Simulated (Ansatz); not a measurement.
I need vertical spin-state energies of AsBH₄O₂, SMILES BO[AsH]O. Use Ansatz 0.2.0, Python API. Settings (for the species named): r2scan0, def2-TZVP basis, multiplicity 1.

```xyz
8

B    -0.2187    1.6027   -0.0075
O     0.5584    0.4519   -0.1668
As   -0.4236   -0.8806    0.6516
O     1.0877   -2.0559    0.5357
H    -0.1215    2.3497    0.8971
H    -1.0593    1.9390   -0.8529
H    -0.9965   -1.3604   -0.6800
H     1.2657   -2.1035   -0.4331
```

`asbh4o2.py`:
```python
"""Gap between spin states of AsBH4O2 at one geometry."""

import ansatz

mol = (
    ansatz.Crystal.molecule()
    .atom("B", (-0.2187, 1.6027, -0.0075))
    .atom("O", (0.5584, 0.4519, -0.1668))
    .atom("As", (-0.4236, -0.8806, 0.6516))
    .atom("O", (1.0877, -2.0559, 0.5357))
    .atom("H", (-0.1215, 2.3497, 0.8971))
    .atom("H", (-1.0593, 1.939, -0.8529))
    .atom("H", (-0.9965, -1.3604, -0.68))
    .atom("H", (1.2657, -2.1035, -0.4331))
)

model = mol.calculation().basis(gaussian="def2-TZVP").functional("R2SCAN0")
found = {}
for unpaired in [0, 2]:
    r = model.spin("collinear", total=unpaired).run().report
    s = unpaired / 2
    found[unpaired] = r["free_energy_ev"]
    print(f"2S+1 = {unpaired + 1}: E = {found[unpaired]:.5f} eV, <S^2> = {abs(r['mean_field']['state']['spin_squared']):.3f} (pure state {s * (s + 1):.2f})")
lowest = min(found, key=found.get)
for unpaired, e in found.items():
    print(f"multiplicity {unpaired + 1}: {(e - found[lowest]):.3f} eV above the lowest")
```

Running `python asbh4o2.py` prints:
```text
2S+1 = 1: E = -65675.10513 eV, <S^2> = 0.000 (pure state 0.00)
2S+1 = 3: E = -65671.45939 eV, <S^2> = 2.015 (pure state 2.00)
multiplicity 1: 0.000 eV above the lowest
multiplicity 3: 3.646 eV above the lowest
```

In order: multiplicity 1 (+0.00 eV) and multiplicity 3 (+3.65 eV), all at the one geometry.

Notes:
- Total energies depend on the basis set; only differences at equal settings carry meaning.
- The geometry is a force-field or estimated start, not a minimum of this method, and the basis set is short of its limit. All parts are taken at fixed geometry, without zero-point energy.
- The whole script took 28 s on 1 thread of Intel(R) Xeon(R) Processor @ 2.30GHz (shared host), peak memory 0.6 GiB.
